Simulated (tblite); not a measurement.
# C6H16N2P: the cost of one run

Computed with tblite 0.8.0 and PySCF 2.14.0, with density-fitted response routines of our own, on a single molecule in the gas phase. Atoms are numbered from 0 throughout.

## (1) The starting structure

25 atoms, charge 1, multiplicity 1; geometry from: force field or distance geometry start.

Bonds of the start (Å): C0–C1 1.49, C1–C2 1.29, C2–P3 1.78, P3–C4 1.82, P3–N5 1.75, P3–N6 1.73, N6–C7 1.42, N6–C8 1.44, C0–H9 1.08, C0–H10 1.11, C0–H11 1.11, C1–H12 1.08, C2–H13 1.10, C4–H14 1.10, C4–H15 1.12, C4–H16 1.11, N5–H17 1.03, N5–H18 1.05, C7–H19 1.13, C7–H20 1.09, C7–H21 1.12, C8–H22 1.09, C8–H23 1.14, C8–H24 1.11.

## (2) Optimising the geometry with GFN2-xTB

The job: settings as JSON, then the geometry in Å.

```
{"job": {"kind": "relax", "xc": "GFN2-xTB", "basis": "xTB"}, "charge": 1, "multiplicity": 1}
C      2.865900    -0.543000    -0.110000
C      2.053800    -0.718100    -1.349800
C      0.822000    -0.336800    -1.427600
P     -0.064800     0.462700    -0.107600
C     -0.368100     2.211600    -0.524100
N      0.858400     0.528900     1.383300
N     -1.639900    -0.213800     0.143500
C     -1.948800    -1.368400    -0.627000
C     -2.054100    -0.273600     1.516400
H      3.845100    -0.952800    -0.310000
H      2.452100    -1.124400     0.745900
H      2.990600     0.539000     0.115600
H      2.530500    -1.202000    -2.195200
H      0.302300    -0.508700    -2.382200
H      0.447700     2.630300    -1.139800
H     -0.467300     2.765500     0.443300
H     -1.335000     2.291700    -1.058900
H      0.275500     0.367700     2.221700
H      1.266100     1.489600     1.492700
H     -3.068800    -1.380600    -0.778900
H     -1.492900    -1.430300    -1.615300
H     -1.757500    -2.299600    -0.033800
H     -1.341300    -0.885400     2.074700
H     -3.066500    -0.788000     1.615200
H     -2.115900     0.762700     1.917000
```

Command:

```console
OMP_NUM_THREADS=1 python probes_run.py task.json out
```

The driver reads the jobs from task.json and runs them one after another.

Q: Estimate the wall time and peak memory of this first job on 1 thread of Arm Neoverse N1, shared host.

About 3.3 s, with a peak of 0.18 GiB.
